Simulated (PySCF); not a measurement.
**C4H5Br2NSi: electronic excitations**

What electronic excitations should C4H5Br2NSi (`N#C/C=C/[Si@H](Br)CBr`) show?

Computed with PySCF 2.14.0, with density-fitted response routines of our own, on a single molecule in the gas phase. Atoms are numbered from 0 throughout.

## 1. The molecule as given

13 atoms, charge 0, multiplicity 1; geometry from: GFN2-xTB.

Bonds of the start (Å): N0–C1 1.15, C1–C2 1.41, C2–C3 1.34, C3–Si4 1.88, Si4–Br5 2.23, Si4–C6 1.90, C6–Br7 1.96, C2–H8 1.08, C3–H9 1.08, Si4–H10 1.46, C6–H11 1.09, C6–H12 1.09.

## 2. TDDFT and polarisability: CAM-B3LYP/def2-SVPD

Job settings and geometry (Å):

```
{"job": {"kind": "uv", "xc": "CAM-B3LYP", "basis": "def2-SVPD", "nstates": 8, "ntriplets": 3}, "charge": 0, "multiplicity": 1}
N      4.107104     0.914503    -0.317311
C      3.105307     0.489572     0.042957
C      1.864288    -0.018148     0.479085
C      0.704851     0.535128     0.111687
Si    -0.983493    -0.076072     0.659191
Br    -0.720211    -2.016653     1.719844
C     -2.059138    -0.444878    -0.867865
Br    -2.385291     1.237594    -1.821371
H      1.916348    -0.883713     1.129177
H      0.732697     1.399459    -0.541071
H     -1.666116     0.831035     1.569773
H     -1.585998    -1.120212    -1.578321
H     -3.034736    -0.847130    -0.603504
```

Method: TDDFT CAM-B3LYP/def2-SVPD, vertical, gas phase, core orbitals frozen in the response.

Command:

```
$ OMP_NUM_THREADS=1 python probes_run.py task.json out
```

This one command runs all jobs of the session in turn.

What will the session give for the following? lowest singlet (CAM-B3LYP/def2-SVPD); brightest single state of those computed; lowest triplet. Wanted: lowest singlet; brightest single state of those computed; lowest triplet.

The runs gave:

```
                                quantity                        value
    lowest singlet (CAM-B3LYP/def2-SVPD)  5.76 eV (215 nm), f = 0.073
brightest single state of those computed  state 4, 6.06 eV, f = 0.241
                          lowest triplet                      3.58 eV
```

In words: The first singlet state (HOMO→LUMO+1 0.52, HOMO→LUMO 0.28) lies at 5.76 eV and is bright; of the 8 states computed, the strongest absorption comes from state 4 at 6.06 eV. The lowest triplet lies 2.18 eV below the lowest singlet (triplets in Tamm-Dancoff, singlets in full TDDFT).
